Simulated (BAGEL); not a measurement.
# HF/STO-3G (density fitting with qzvpp-jkfit) run of C2HBrO (bromoketene)

What is the electronic atomisation energy of C2HBrO (bromoketene) at HF/STO-3G (density fitting with qzvpp-jkfit)? 

The results are computed with BAGEL 1.2.2.

26 further runs of the same task are left out: 6 that didn't finish, 20 set aside as unsound or not needed.

**1. The structure to begin with**

The species is C2HBrO (5 atoms), meant as a singlet with charge 0. As SMILES, `O=C=CBr`. Geometry: relaxed at GFN2-xTB.

Bond lengths: O1–C2 1.158 Å, C2–C3 1.295 Å, C3–Br4 1.909 Å, C3–H5 1.072 Å. Angles: O1–C2–C3 179.1°, C2–C3–Br4 118.8°, C2–C3–H5 125.5°, Br4–C3–H5 115.7°.

**2. A single-point energy at HF/STO-3G (density fitting with qzvpp-jkfit)**

calc.json reads:

```json
{ "bagel": [

{
  "title": "molecule",
  "basis": "sto-3g",
  "df_basis": "qzvpp-jkfit",
  "angstrom": true,
  "geometry": [
    { "atom": "O", "xyz": [    0.605710,   -1.280710,    1.436120 ] },
    { "atom": "C", "xyz": [    0.287740,   -0.470040,    0.672500 ] },
    { "atom": "C", "xyz": [   -0.074890,    0.422420,   -0.193250 ] },
    { "atom": "Br", "xyz": [   -0.833200,   -0.154580,   -1.847420 ] },
    { "atom": "H", "xyz": [    0.014650,    1.482910,   -0.067960 ] }
  ]
},
{ "title": "hf" },
{ "title": "print", "file": "orbitals.molden", "orbitals": true }

]}
```

The run is started by

```bash
BAGEL_NUM_THREADS=1 BAGEL calc.json > calc.out
```

The log of the run:

```text
* using 1 threads per process

  ===============================================================
  ===============================================================

  *** Geometry ***

  { "atom" : "O", "xyz" : [      1.144626,     -2.420191,      2.713873 ] },
  { "atom" : "C", "xyz" : [      0.543750,     -0.888247,      1.270841 ] },
  { "atom" : "C", "xyz" : [     -0.141522,      0.798258,     -0.365190 ] },
  { "atom" : "Br", "xyz" : [     -1.574520,     -0.292114,     -3.491118 ] },
  { "atom" : "H", "xyz" : [      0.027684,      2.802294,     -0.128426 ] },

  Number of auxiliary basis functions:      511

  Since a DF basis is specified, we compute 2- and 3-index integrals:
    o Being stored without compression. Storage requirement is 0.005 GB

  Number of basis functions:       34
  Number of electrons      :       56

    * METHOD: MOLECULE                             0.13

  *** RHF ***

  === Nuclear Repulsion ===
   197.6889744223

      * DIIS with orbital gradients will be used.

  === RHF iteration (sto-3g) ===
      0      -2693.71525522          0.01729055           0.02
      1      -2693.76425461          0.01430898           0.02
      2      -2693.81316376          0.00140505           0.02
[... 10 lines of this table left out ...]
     13      -2693.81469763          0.00000001           0.02
    * SCF iteration converged.

    * Permanent dipole moment:
           (   -0.129693,    -0.309965,    -0.265912) a.u.

    * METHOD: HF                                   0.36

    * METHOD: PRINT                                0.00

  ===============================================================
```

Wall time 0.76 s (1 thread of Intel Xeon 6975P-C (Granite Rapids), shared host); peak memory 0.08 GiB.

**3. The Br atom at the same level**

calc.json reads:

```json
{ "bagel" : [

{
  "title" : "molecule",
  "basis" : "sto-3g",
  "df_basis" : "qzvpp-jkfit",
  "angstrom" : true,
  "geometry" : [
    { "atom" : "Br", "xyz" : [    0.000000,    0.000000,    0.000000 ] }
  ]
},
{
  "title" : "uhf",
  "nopen" : 1
},
{
  "title" : "print",
  "file" : "orbitals.molden",
  "orbitals" : true
}

]}
```

Run the same way, it converges to -2544.63677 Eh (log not shown).

**4. The C atom**

input.json reads:

```json
{ "bagel" : [

{
  "title" : "molecule",
  "basis" : "sto-3g",
  "df_basis" : "qzvpp-jkfit",
  "angstrom" : true,
  "geometry" : [
    { "atom" : "C", "xyz" : [       0.000000,       0.000000,       0.000000 ] }
  ]
},

{ "title" : "uhf", "nopen" : 2 },

{ "title" : "print", "file" : "orbitals.molden", "orbitals" : true }

]}
```

Run the same way, it converges to -37.19852 Eh (log not shown).

**5. The H atom at the same level**

input.json reads:

```json
{ "bagel" : [

{
  "title" : "molecule",
  "basis" : "sto-3g",
  "df_basis" : "qzvpp-jkfit",
  "angstrom" : true,
  "geometry" : [
    { "atom" : "H", "xyz" : [       0.000000,       0.000000,       0.000000 ] }
  ]
},

{
  "title" : "uhf",
  "nopen" : 1
},

{
  "title" : "print",
  "file" : "orbitals.molden",
  "orbitals" : true
}

]}
```

Run the same way, it converges to -0.46658 Eh (log not shown).

**6. The O atom**

input.json reads:

```json
{ "bagel" : [

{
  "title" : "molecule",
  "basis" : "sto-3g",
  "df_basis" : "qzvpp-jkfit",
  "angstrom" : "true",
  "geometry" : [
    { "atom" : "O", "xyz" : [       0.000000,       0.000000,       0.000000 ] }
  ]
},

{ "title" : "uhf", "nopen" : 2 },

{ "title" : "print", "file" : "orbitals.molden", "orbitals" : "true" }

]}
```

Run the same way, it converges to -73.80422 Eh (log not shown).

**7. Outcome**

Level: HF/STO-3G (density fitting with qzvpp-jkfit).

```
                     quantity           value
       molecule: total energy  -2693.81470 Eh
      molecule: dipole moment          1.09 D
        molecule: HOMO energy        -7.07 eV
        molecule: LUMO energy         5.76 eV
      molecule: HOMO–LUMO gap        12.83 eV
        Br atom: total energy  -2544.63677 Eh
       Br atom: dipole moment          0.00 D
                Br atom: ⟨S²⟩           0.750
         C atom: total energy    -37.19852 Eh
        C atom: dipole moment          0.00 D
                 C atom: ⟨S²⟩           2.000
         H atom: total energy     -0.46658 Eh
        H atom: dipole moment          0.00 D
                 H atom: ⟨S²⟩           0.750
         O atom: total energy    -73.80422 Eh
        O atom: dipole moment          0.00 D
                 O atom: ⟨S²⟩           2.000
electronic atomisation energy       13.880 eV
```

What this shows: Taking the molecule apart into free atoms costs 13.88 eV (1339 kJ/mol), before zero-point energy and without spin-orbit coupling. Hartree–Fock lacks the correlation of the bonding pairs, which as a rule makes this value much too low; in minimal bases other errors can mask that. In a minimal basis such a difference can be off by several eV, whatever the method.
